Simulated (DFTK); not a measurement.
# ZrC (P6_3/mmc) in DFTK: reference runs

Aim: a first look at ZrC with PBEsol, on the cell as given.

All numbers are computed with DFTK 0.8.2; they aren't measurements. Logs are shortened: lines on timing, memory, paths and dates and some standing lists are left out, and cuts for length are marked.

## Step 1: The structure

It takes space group P6_3/mmc (No. 194, hexagonal). The conventional cell has a = 3.391 Å, b = 3.391 Å, c = 5.290 Å, α = 90.00°, β = 90.00°, γ = 120.00°. Zr (site symmetry -6m2) has 6 C at 2.36 Å as nearest neighbours. Around C (site symmetry -3m) lie 6 Zr at 2.36 Å and 2 C at 2.65 Å.

The cell comes from a database or a generator and needn't be the stable form of this composition.

## Step 2: Single point, PBEsol

File run.jl:

```julia
using DFTK
using PseudoPotentialData
using Unitful, UnitfulAtomic
using LinearAlgebra, Printf
include("save.jl")
disable_threading()

# lattice vectors are the columns
lattice = austrip(1u"Å") * [  3.3914762718  -1.6957381359            0.0;
                      0.0   2.9371046077            0.0;
                      0.0            0.0       5.290053]
symbols   = [:Zr, :Zr, :C, :C]
positions = [[0.6666666667, 0.3333333333, 0.75],
             [0.3333333333, 0.6666666667, 0.25],
             [0.0, 0.0, 0.5],
             [0.0, 0.0, 0.0]]
pseudopotentials = PseudoFamily("dojo.nc.sr.pbesol.v0_4_1.standard.upf")
elements = Dict(s => ElementPsp(s, pseudopotentials) for s in unique(symbols))
atoms    = [elements[s] for s in symbols]

build_model(lattice, positions; symmetries=true) =
    model_DFT(lattice, atoms, positions;
              functionals=PBEsol(),
              temperature=austrip(0.05u"eV"),
              smearing=Smearing.FermiDirac(),
              symmetries)
Ecut  = 41.0  # hartree
kgrid = [9, 9, 5]
tol   = 1e-6
to_GPa = ustrip(uconvert(u"GPa", 1u"hartree/bohr^3"))

model = build_model(lattice, positions)
basis = PlaneWaveBasis(model; Ecut, kgrid)
display(basis)
scfres = self_consistent_field(basis;
                               tol,
                               nbandsalg=AdaptiveBands(model; n_bands_converge=21))
display(scfres.energies)
@printf "Fermi level: %.6f eV\n" ustrip(auconvert(u"eV", something(scfres.εF, NaN)))
forces = compute_forces_cart(scfres)
println("Forces (eV/Å)")
for (s, f) in zip(symbols, forces)
    @printf "%-3s %12.6f %12.6f %12.6f\n" s ustrip.(auconvert.(u"eV/Å", f))...
end
stress = compute_stresses_cart(scfres)
println("Stress (GPa)")
display(round.(stress * to_GPa; digits=4))
println("Levels at the first k-point (eV): ", round.(ustrip.(auconvert.(u"eV", scfres.eigenvalues[1][1:scfres.n_bands_converge])); digits=4))
save_scf!(scfres; forces, stress)
```

Potentials or basis: dojo.nc.sr.pbesol.v0_4_1.standard.upf (PBEsol).

On the command line:

```bash
julia --threads=1 run.jl  # save.jl only writes the numbers to a file and isn't shown; printed stress counts tension as positive; times include loading and compiling
```

Standard output:

```text
PlaneWaveBasis discretization:

    Ecut                 : 41.0 Ha
    fft_size             : (40, 40, 60), 96000 total points
    kgrid                : MonkhorstPack([9, 9, 5])
    num.   red. kpoints  : 405
    num. irred. kpoints  : 36

    Discretized Model(gga_x_pbe_sol+gga_c_pbe_sol, 3D):
        lattice (in Bohr)    : [6.40896   , -3.20448  , 0         ]
                               [0         , 5.55032   , 0         ]
                               [0         , 0         , 9.99675   ]
        unit cell volume     : 355.6 Bohr³

        atoms                : C₂Zr₂
        pseudopot. family    : PseudoFamily("dojo.nc.sr.pbesol.v0_4_1.standard.upf")

        num. electrons       : 32
        spin polarization    : none
        temperature          : 0.0018375 Ha
        smearing             : DFTK.Smearing.FermiDirac()

        terms                : Kinetic()
                               AtomicLocal()
                               AtomicNonlocal()
                               Ewald(nothing)
                               PspCorrection()
                               Hartree()
                               Xc(gga_x_pbe_sol, gga_c_pbe_sol)
                               Entropy()
n     Energy            log10(ΔE)   log10(Δρ)   Diag   Δtime
---   ---------------   ---------   ---------   ----   ------
  1   -112.9575607398                   -0.43    6.3    17.9s
  2   -113.3130432611       -0.45       -1.34    3.6    12.0s
  3   -113.3148133815       -2.75       -1.73    3.2    10.5s
  4   -113.3149500114       -3.86       -2.63    2.0    9.44s
  5   -113.3149631724       -4.88       -3.01    5.1    12.9s
  6   -113.3149641386       -6.01       -3.74    1.9    7.53s
  7   -113.3149641764       -7.42       -4.00    4.0    11.1s
  8   -113.3149641958       -7.71       -4.59    2.0    9.26s
  9   -113.3149641971       -8.87       -4.93    3.5    10.3s
 10   -113.3149641974       -9.60       -5.27    1.7    8.79s
 11   -113.3149641975      -10.05       -6.20    2.9    9.43s
Energy breakdown (in Ha):
    Kinetic             36.5868645
    AtomicLocal         -59.1644205
    AtomicNonlocal      10.2086715
    Ewald               -93.7968471
    PspCorrection       4.1820351
    Hartree             12.8155968
    Xc                  -24.1466307
    Entropy             -0.0002338

    total               -113.314964197465
Fermi level: 11.355501 eV
Forces (eV/Å)
Zr     -0.000001    -0.000000    -0.000000
Zr      0.000000    -0.000001     0.000000
C      -0.000000    -0.000000     0.000000
C      -0.000000    -0.000000    -0.000000
Stress (GPa)
3×3 StaticArraysCore.SMatrix{3, 3, Float64, 9} with indices SOneTo(3)×SOneTo(3):
  8.1948  0.0     0.0
 -0.0     8.1948  0.0
  0.0     0.0     6.3941
Levels at the first k-point (eV): [-36.8981, -36.7836, -15.4842, -14.7812, -14.7812, -14.6824, -14.6824, -14.5944, -0.4225, 3.2864, 5.4456, 8.5461, 8.5461, 10.2769, 10.2769, 12.2813, 12.5849, 12.5849, 12.986, 12.986, 13.71]
```

Run time: 3.7 min. Hardware: 1 thread of Intel Xeon at 2.70GHz, shared host; peak memory 2 GiB.

What came out:

| Property | Result |
| --- | --- |
| Free energy | -3083.4573 eV |
| Pressure | -7.6 GPa |
| Band gap on the k mesh | none (metal or under the smearing width) |

Stress tensor (GPa, compression positive):
```
-8.19  0.00  0.00
 0.00 -8.19  0.00
 0.00  0.00 -6.39
```

Levels at points of the mesh, in eV from the Fermi level:
| k point | band 14 | band 15 | band 16 | band 17 | band 18 | band 19 |
| --- | --- | --- | --- | --- | --- | --- |
| (0.00, 0.00, 0.00) | -1.08 | -1.08 | 0.93 | 1.23 | 1.23 | 1.63 |
